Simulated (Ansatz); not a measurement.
# ClH9N2Si: the cost of one run

Method: UKS PBE/def2-SVP, in Ansatz 0.2.0.

**1. The structure to begin with**

Bond lengths: Si1–Cl2 2.493 Å, Si1–H3 1.453 Å, Si1–H4 1.458 Å, Si1–H5 1.492 Å, Si1–N7 2.119 Å, N7–H10 1.009 Å, N7–H11 1.010 Å, N9–H12 1.008 Å, N9–H13 1.007 Å. Angles: Cl2–Si1–H3 80.1°, Cl2–Si1–H4 78.9°, Cl2–Si1–H5 178.8°, Cl2–Si1–N7 86.7°, H3–Si1–H4 139.6°, H3–Si1–H5 101.1°, H3–Si1–N7 105.1°, H4–Si1–H5 100.2°, H4–Si1–N7 107.6°, H5–Si1–N7 92.8°, Si1–N7–H10 108.5°, Si1–N7–H11 107.8°, H10–N7–H11 108.7°, H12–N9–H13 111.9°.

Structure file:

```xyz
13

Si   -1.2014    0.3837   -1.3406
Cl   -0.5102   -1.9363   -0.7454
H    -0.0955    0.2059   -2.2668
H    -2.4891   -0.2194   -1.0189
H    -1.6349    1.7725   -1.6726
H     0.7168    0.1989    0.8474
N    -0.3030    0.9878    0.4814
H     0.8434   -1.6014    0.3183
N     1.5777   -0.8000    1.0886
H    -0.0055    1.9477    0.3886
H    -1.0061    0.9350    1.2040
H     2.4994   -0.7080    0.6904
H     1.6084   -1.1666    2.0255
```

**2. Pulling towards end A**

Springs on the bonds that form and break draw the guess towards this end; the thresholds are loose.

input.yaml

```yaml
crystal:
  periodic: [false, false, false]
  atoms:
    - { symbol: Si, position_ang: [-1.2014, 0.3837, -1.3406] }
    - { symbol: Cl, position_ang: [-0.5102, -1.9363, -0.7454] }
    - { symbol: H, position_ang: [-0.0955, 0.2059, -2.2668] }
    - { symbol: H, position_ang: [-2.4891, -0.2194, -1.0189] }
    - { symbol: H, position_ang: [-1.6349, 1.7725, -1.6726] }
    - { symbol: H, position_ang: [0.7168, 0.1989, 0.8474] }
    - { symbol: "N", position_ang: [-0.303, 0.9878, 0.4814] }
    - { symbol: H, position_ang: [0.8434, -1.6014, 0.3183] }
    - { symbol: "N", position_ang: [1.5777, -0.8, 1.0886] }
    - { symbol: H, position_ang: [-0.0055, 1.9477, 0.3886] }
    - { symbol: H, position_ang: [-1.0061, 0.935, 1.204] }
    - { symbol: H, position_ang: [2.4994, -0.708, 0.6904] }
    - { symbol: H, position_ang: [1.6084, -1.1666, 2.0255] }
magnetization:
  spin_polarized: true
basis:
  gaussian: { orbitals: def2-SVP }
hamiltonian:
  xc: pbe
relax:
  f_tol: 0.15
  max_steps: 25
  restrain:
    - { distance: [0, 6], at: 3.12, k: 30.0 }
    - { distance: [5, 8], at: 2.32, k: 30.0 }
    - { distance: [7, 1], at: 2.63, k: 30.0 }
    - { distance: [0, 1], at: 2.13, k: 30.0 }
    - { distance: [5, 6], at: 1.02, k: 30.0 }
    - { distance: [7, 8], at: 1.02, k: 30.0 }
```

The run is started by

```
> ansatz run input.yaml --threads 4 --pin off --max-ram 5120MiB --backend cpu --events-out ev --progress --plain --runs-dir out
```

What time and memory should one allow on 4 threads of Arm Neoverse N1, shared host?

About 63 s, with a peak of 0.19 GiB.
